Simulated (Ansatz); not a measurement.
# LiCaSc (P-6m2) in Ansatz: convergence with scf convergence dr2 threshold

Aim: find how far scf convergence dr2 threshold must go before the results for LiCaSc settle, at r2SCAN. This setting moves, with any that are tied to it; all else stays.

All numbers are computed with Ansatz 0.2.0; they aren't measurements. Logs are shortened: lines on timing, memory, paths and dates and some standing lists are left out, and cuts for length are marked.

## (1) Starting point

The structure is hexagonal, space group P-6m2 (No. 187). The conventional cell has a = 4.137 Å, b = 4.137 Å, c = 3.602 Å, α = 90.00°, β = 90.00°, γ = 120.00°. Li (site symmetry -6m2) is surrounded by 6 Ca at 2.99 Å and 6 Sc at 2.99 Å. Ca (site symmetry -6m2) has 3 Sc at 2.39 Å as nearest neighbours. Sc (site symmetry -6m2) is surrounded by 3 Ca at 2.39 Å.

The cell was built by a generator and needn't be a form met in nature.

## (2) With scf convergence dr2 threshold 0.01

The input, input.yaml:

```yaml
crystal:
  lattice:
    - [4.13653936, 0.0, 0.0]
    - [-2.06826968, 3.58234817, 0.0]
    - [0.0, 0.0, 3.60241594]
  atoms:
    - { symbol: Li, position: [0.0, 0.0, 0.0] }
    - { symbol: Ca, position: [0.33333333, 0.66666667, 0.5] }
    - { symbol: Sc, position: [0.66666667, 0.33333333, 0.5] }
hamiltonian:
  xc: r2scan
  pseudopotentials: { kind: paw, source: jth }
kpoints:
  mp_grid: { grid: [6, 6, 6] }
scf:
  occupations: { method: fermi_dirac, width: 0.05 }
  convergence: { dr2_threshold: 0.01 }
output:
  forces: true
  stress: true
  eigenvalues: true
```

Potentials or basis: JTH PAW.

Command:

```
> ansatz run input.yaml --threads 2 --pin off --max-ram 5632MiB --backend cpu --events-out ev --progress --plain --runs-dir out
```

Standard output:

```text
Warning: the checks of this Li dataset prove no rule for summing its radial tables, as where they were carried onto another mesh than they were made on, and Gregory's rule is taken, under which a leading mesh point left out moves its sums only by what lay on the interval it spanned. That does not make them correct, and they differ from Quantum ESPRESSO's on this file; a re-export a fraction of a mesh step off can move them. hamiltonian.pseudopotentials.radial_quadrature: simpson_from_first_knot sums it by `pw.x`'s rule; on a PAW file no value gives `pw.x`'s numbers. What more to know: hamiltonian.pseudopotentials.radial_quadrature, in the input reference
Warning: the checks of this Ca dataset prove no rule for summing its radial tables, as where they were carried onto another mesh than they were made on, and Gregory's rule is taken, under which a leading mesh point left out moves its sums only by what lay on the interval it spanned. That does not make them correct, and they differ from Quantum ESPRESSO's on this file; a re-export a fraction of a mesh step off can move them. hamiltonian.pseudopotentials.radial_quadrature: simpson_from_first_knot sums it by `pw.x`'s rule; on a PAW file no value gives `pw.x`'s numbers. What more to know: hamiltonian.pseudopotentials.radial_quadrature, in the input reference
Warning: the checks of this Sc dataset prove no rule for summing its radial tables, as where they were carried onto another mesh than they were made on, and Gregory's rule is taken, under which a leading mesh point left out moves its sums only by what lay on the interval it spanned. That does not make them correct, and they differ from Quantum ESPRESSO's on this file; a re-export a fraction of a mesh step off can move them. hamiltonian.pseudopotentials.radial_quadrature: simpson_from_first_knot sums it by `pw.x`'s rule; on a PAW file no value gives `pw.x`'s numbers. What more to know: hamiltonian.pseudopotentials.radial_quadrature, in the input reference
Warning: scf.convergence.dr2_threshold = 1e-2 eV is looser than this run's default, which is 1e-7 eV or tighter. The error in the forces grows as the threshold's square root, so leave the key out unless less accurate forces are enough
Warning: output.stress: scf.convergence.dr2_threshold = 1e-2 eV is looser than the 3e-10 eV advised for a printed stress (1e-10 eV for each atom of the cell: 3). What an SCF threshold leaves in a stress goes as its square root, and in the free energy as the threshold itself, and one threshold admits the most on a small cell: of the crystals measured, under no hybrid functional and no lock of the moments, on runs that ended without the residual-converged pass, on stresses that held no estimate of that error, the worst erred by over 100 MPa in a component at 1e-7 eV an atom and by under 5 at 1e-10. Set scf.convergence.dr2_threshold to 3e-10 eV or tighter. The threshold is an SCF's pass mark: one that does not reach it within its budget of iterations ends unconverged, or closes short of it on a stop that the run arms, and scf.convergence.dr2_threshold's page says what that costs each kind of run
Warning: RAYON_NUM_THREADS=2 ignored (pool sized by the plan → 2); use --threads N
Engine: ansatz 0.2.0, aarch64-unknown-linux-gnu
Pseudopotentials: kind: paw
Pseudopotential: Li, paw, valence charge 3, recommended cutoff 1170 eV (normal), Li.paw.azcp
Pseudopotential: Ca, paw, valence charge 10, recommended cutoff 870 eV (normal), Ca.paw.azcp
Pseudopotential: Sc, paw, valence charge 11, recommended cutoff 1350 eV (normal), Sc.paw.azcp
Functional definition: r2SCAN
  parameter k0 = 0.174
  parameter k1 = 0.065
  parameter a1 = 4.9479
  exchange = r2scan_x(k0 = k0, k1 = k1, a1 = a1)
  correlation = r2scan_c
Crystal: 3 atoms, lattice volume = 53.382 Å³
Basis set: ecut = 1350 eV, 5997 PW (Γ), exchange–correlation on 200×200×180 points (64 copies of the dense FFT grid, shifted against one another)
Bands: 16, of which v1, the nominal top of the filled ones, is band 12 counted from 1 (11 counted from 0)
Symmetry: 12 space group operations
Space group: P-6m2 (ITA 187), of the structure as read, at distance tolerance 3.8e-5 Å
k-points: 28 of 216 (time reversal used)
Non-local potential: Li, projectors of the file, l = 0: 3, l = 1: 2
Non-local potential: Ca, projectors of the file, l = 0: 2, l = 1: 2, l = 2: 2
Non-local potential: Sc, projectors of the file, l = 0: 2, l = 1: 2, l = 2: 2
PAW form: soft (Blöchl's): semilocal exchange-correlation on the pseudo side does not see the compensation charge
PAW frozen core: Ca, regenerated for the run's functional (the file was generated under x = pbe(κ = 0.804, μ = 0.2195149727645171), c = pbe(β = 0.06672455060314922))
PAW frozen core: Sc, regenerated for the run's functional (the file was generated under x = pbe(κ = 0.804, μ = 0.2195149727645171), c = pbe(β = 0.06672455060314922))
PAW one-centre angular grid: Li, 302 points (default); XC on 160 Gauss nodes
PAW one-centre angular grid: Ca, 590 points (default); XC on 160 Gauss nodes
PAW one-centre angular grid: Sc, 590 points (default); XC on 160 Gauss nodes
Initial density: superposition of atomic densities (chi_scale 0.1, normalization cell, long waves kept (reshape's long-wave potential 0.00 eV rms))
Initial wavefunctions: pseudopotential atomic-orbital guess
Functional: x = r2scan, c = r2scan; τ floored in thin density (d = 2e-4 eV/Å³)
SCF iter   1: F=—  HF=-4162.491840 eV  |F-HF|=—  |Δ(HF+E_count)|=         —  Δρ=3.61e-2  dr2=9.99e-1  dr2_τ=5.40e-2  ethr=3.10e-3  ⟨swp⟩=5.1  Hψ=2412  notcnv=0
preconditioner: auto → none  [metal: Δε(μ)=0.161 eV  Ē_g=2.947 eV  σ=0.050 eV  W_gap=0.48  n_scr=8 (ndim 8)  ℏωp=12.4 eV  f_vac=0.000  D(μ)=1.86/eV (n_scr^D=20)  sad-step TF]
SCF iter   2: F=—  HF=-4162.475380 eV  |F-HF|=—  |Δ(HF+E_count)|=   1.65e-2  Δρ=1.44e-2  dr2=8.89e-2  dr2_τ=7.09e-3  ethr=3.10e-3  ⟨swp⟩=2.3  Hψ=1104  notcnv=0
SCF iter   3: F=—  HF=-4162.574646 eV  |F-HF|=—  |Δ(HF+E_count)|=   9.93e-2  Δρ=4.48e-3  dr2=1.10e-2  dr2_τ=1.13e-3  ethr=3.71e-4  ⟨swp⟩=2.4  Hψ=888  notcnv=0
SCF iter   4: F=—  HF=-4162.587795 eV  |F-HF|=—  |Δ(HF+E_count)|=   1.31e-2  Δρ=3.13e-3  dr2=7.44e-3  dr2_τ=5.36e-4  ethr=4.59e-5  ⟨swp⟩=2.9  Hψ=919  notcnv=0
SCF iter   5: F=-4162.586707 eV  HF=-4162.586752 eV  |F-HF|=4.52e-5  |Δ(HF+E_count)|=   1.04e-3  Δρ=4.73e-4  dr2=1.48e-4  dr2_τ=7.73e-6  ethr=3.10e-5  ⟨swp⟩=9.1  Hψ=2973  notcnv=0
SCF 1 converged in 5 iterations: F = -4162.586707 eV  dr2 = 1.48e-4
SCF converged after 5 iterations
Free energy (F): -4162.586707 eV
Harris-Foulkes:  -4162.586752 eV  (|F-HF|=4.52e-5)
Internal energy: -4162.570758 eV  (E = F + TS)
E sigma→0 (E₀):  -4162.578732 eV
Entropy (-TS):   -0.015949 eV (-5.316 meV/atom)
Fermi energy:    9.317792 eV
--- Per-component energies (eV) ---
  E_band       = -380.372998
  E_kinetic    = 518.529181
  E_local      = -1972.943588  (includes V_loc(G=0)·N_el)
  E_nonlocal   = 407.864302
  E_hartree    = 619.901168
  E_xc         = -228.772911
  E_vxc        = -329.437017  (∫ρ·V_xc dr)
  E_paw        = -1892.434426  (= ΣΔE_a)
  E_vpaw       = -264.783806  (= ΣTr[D̂ρ^β])
  E_aug_tail   = 0.000011  (compensation charges beyond the density's cutoff)
  E_vtau       = 20.621474  (kinetic-family band-sum trace: ∫τ·v_τ [+ j·A + Jᵃ·Aᵃ] dr)
  E_ewald      = -1614.256640
  E_core_change = -0.457856  (= ΣΔE_core)
  E_smearing   = -0.015949  (= −TS)
  E_closure    = 0.000000  (closes the sum)
  Σ components = -4162.586707   (vs F -4162.586707, Δ=0.00e0)
--- Forces (eV/Å), atoms counted from 1 ---
  atom   1  Li     0.00000000    -0.00000000     0.00000000
  atom   2  Ca    -0.00000000     0.00000000     0.00000000
  atom   3  Sc     0.00000000    -0.00000000     0.00000000
  max |Σ_I F_I| component: 2.42e-16 eV/Å
--- Stress (GPa, compression-positive) ---
       28.177226       0.000000       0.000000
       -0.000000      28.177226       0.000000
        0.000000       0.000000      -1.975261
  P = ⅓ Tr σ = 18.1264 GPa (181.264 kbar)
--- Band table (eV; the first three rows and the last of 28) ---
  k-point 0: bands = ["-42.3712", "-37.0491", "-33.3093", "-20.4763", "-20.4763", "-19.6976", "-13.7074", "-13.7074", "-13.1350", "4.7444", "8.9639", "10.0614", "10.0614", "11.0028", "11.0028", "12.3703"]
  k-point 1: bands = ["-42.3697", "-37.0487", "-33.3061", "-20.4741", "-20.4741", "-19.7196", "-13.7027", "-13.7027", "-13.1815", "5.1166", "8.8887", "10.1794", "10.1794", "10.5923", "10.5923", "12.5235"]
  k-point 2: bands = ["-42.3667", "-37.0481", "-33.2995", "-20.4695", "-20.4695", "-19.7634", "-13.6933", "-13.6933", "-13.2729", "6.0548", "8.5542", "9.9264", "9.9264", "10.5576", "10.5576", "12.6700"]
  k-point 27: bands = ["-42.3484", "-37.0472", "-33.3639", "-20.5670", "-20.2601", "-19.7665", "-13.8573", "-13.5180", "-13.3488", "7.0147", "7.7025", "8.8550", "8.8823", "10.7462", "11.4029", "12.9553"]
```

Run time: 15 s. Hardware: 2 threads of Arm Neoverse V1, shared host; peak memory 0.81 GiB.

Results:

* Free energy: -4162.5867 eV
* Pressure: 18.1 GPa
* Band gap on the k mesh: none (metal or under the smearing width)

## (3) With scf convergence dr2 threshold 0.001

Changes to input.yaml since step 2:

```diff
@@ -16,3 +16,3 @@
   occupations: { method: fermi_dirac, width: 0.05 }
-  convergence: { dr2_threshold: 0.01 }
+  convergence: { dr2_threshold: 0.001 }
 output:
```

Potentials or basis: JTH PAW.

Command:

```
> ansatz run input.yaml --threads 2 --pin off --max-ram 5632MiB --backend cpu --events-out ev --progress --plain --runs-dir out
```

Run time: 15 s. Hardware: 2 threads of Arm Neoverse V1, shared host; peak memory 0.82 GiB.

What came out:

```yaml
Free_energy: -4162.5867 eV
Pressure: 18.1 GPa
Band_gap_on_the_k_mesh: none (metal or under the smearing width)
```

## (4) With scf convergence dr2 threshold 0.0001

Changes to input.yaml since step 3:

```diff
@@ -16,3 +16,3 @@
   occupations: { method: fermi_dirac, width: 0.05 }
-  convergence: { dr2_threshold: 0.001 }
+  convergence: { dr2_threshold: 0.0001 }
 output:
```

Command:

```
> ansatz run input.yaml --threads 2 --pin off --max-ram 5632MiB --backend cpu --events-out ev --progress --plain --runs-dir out
```

It took 14 s on 2 threads of Arm Neoverse V1, shared host; peak memory 0.82 GiB.

What came out:

```
Free energy            : -4162.5867 eV
Pressure               : 18.1 GPa
Band gap on the k mesh : none (metal or under the smearing width)
```

## (5) With scf convergence dr2 threshold 1e-05

Changes to input.yaml since step 4:

```diff
@@ -16,3 +16,3 @@
   occupations: { method: fermi_dirac, width: 0.05 }
-  convergence: { dr2_threshold: 0.0001 }
+  convergence: { dr2_threshold: 1.0e-05 }
 output:
```

Command:

```
> ansatz run input.yaml --threads 2 --pin off --max-ram 5632MiB --backend cpu --events-out ev --progress --plain --runs-dir out
```

Wall time 14 s (2 threads of Arm Neoverse V1, shared host); peak memory 0.82 GiB.

Results:

```yaml
Free_energy: -4162.5868 eV
Pressure: 18.1 GPa
Band_gap_on_the_k_mesh: none (metal or under the smearing width)
```

## (6) With scf convergence dr2 threshold 1e-06

Changes to input.yaml since step 5:

```diff
@@ -16,3 +16,3 @@
   occupations: { method: fermi_dirac, width: 0.05 }
-  convergence: { dr2_threshold: 1.0e-05 }
+  convergence: { dr2_threshold: 1.0e-06 }
 output:
```

Potentials or basis: JTH PAW.

Command:

```
> ansatz run input.yaml --threads 2 --pin off --max-ram 5632MiB --backend cpu --events-out ev --progress --plain --runs-dir out
```

Wall time 14 s (2 threads of Arm Neoverse V1, shared host); peak memory 0.82 GiB.

Results (log left out):

| Item | Value |
| --- | --- |
| Free energy | -4162.5868 eV |
| Pressure | 18.1 GPa |
| Band gap on the k mesh | none (metal or under the smearing width) |

## (7) With scf convergence dr2 threshold 1e-07

Changes to input.yaml since step 6:

```diff
@@ -16,3 +16,3 @@
   occupations: { method: fermi_dirac, width: 0.05 }
-  convergence: { dr2_threshold: 1.0e-06 }
+  convergence: { dr2_threshold: 1.0e-07 }
 output:
```

Command:

```
> ansatz run input.yaml --threads 2 --pin off --max-ram 5632MiB --backend cpu --events-out ev --progress --plain --runs-dir out
```

Wall time 13 s (2 threads of Arm Neoverse V1, shared host); peak memory 0.82 GiB.

The run converged. Its results:

```yaml
Free_energy: -4162.5868 eV
Pressure: 18.1 GPa
Band_gap_on_the_k_mesh: none (metal or under the smearing width)
```

## (8) With scf convergence dr2 threshold 1e-09

Changes to input.yaml since step 7:

```diff
@@ -16,3 +16,3 @@
   occupations: { method: fermi_dirac, width: 0.05 }
-  convergence: { dr2_threshold: 1.0e-07 }
+  convergence: { dr2_threshold: 1.0e-09 }
 output:
```

Command:

```
> ansatz run input.yaml --threads 2 --pin off --max-ram 5632MiB --backend cpu --events-out ev --progress --plain --runs-dir out
```

Run time: 15 s. Hardware: 2 threads of Arm Neoverse V1, shared host; peak memory 0.82 GiB.

Results (log left out):

* Free energy: -4162.5868 eV
* Pressure: 18.1 GPa
* Band gap on the k mesh: none (metal or under the smearing width)

## (9) With scf convergence dr2 threshold 1e-11

Changes to input.yaml since step 8:

```diff
@@ -16,3 +16,3 @@
   occupations: { method: fermi_dirac, width: 0.05 }
-  convergence: { dr2_threshold: 1.0e-09 }
+  convergence: { dr2_threshold: 1.0e-11 }
 output:
```

Potentials or basis: JTH PAW.

Command:

```
> ansatz run input.yaml --threads 2 --pin off --max-ram 5632MiB --backend cpu --events-out ev --progress --plain --runs-dir out
```

Wall time 15 s (2 threads of Arm Neoverse V1, shared host); peak memory 0.83 GiB.

The run converged. Its results:

```yaml
Free_energy: -4162.5868 eV
Pressure: 18.1 GPa
Band_gap_on_the_k_mesh: none (metal or under the smearing width)
```

## (10) Result

```csv
scf convergence dr2 threshold,"energy less the tightest run, at zero smearing (meV/atom)",SCF cycles,CPU time (s),peak memory (GiB)
0.01,0.02,5,29,0.81
0.001,0.01,6,29,0.82
0.0001,0.01,6,28,0.82
1e-05,0.00,7,28,0.82
1e-06,0.00,7,28,0.82
1e-07,0.00,8,26,0.82
1e-09,0.00,10,29,0.82
1e-11,0.00,10,31,0.83
```

Against the tightest run, the energy stays within 1 meV/atom from 0.01 on. The tightest run that finished is the yardstick and may itself not be fully converged.

Caveats: so large a pressure means that the cell lies far from this level's equilibrium, or that cutoff or potentials fall short.
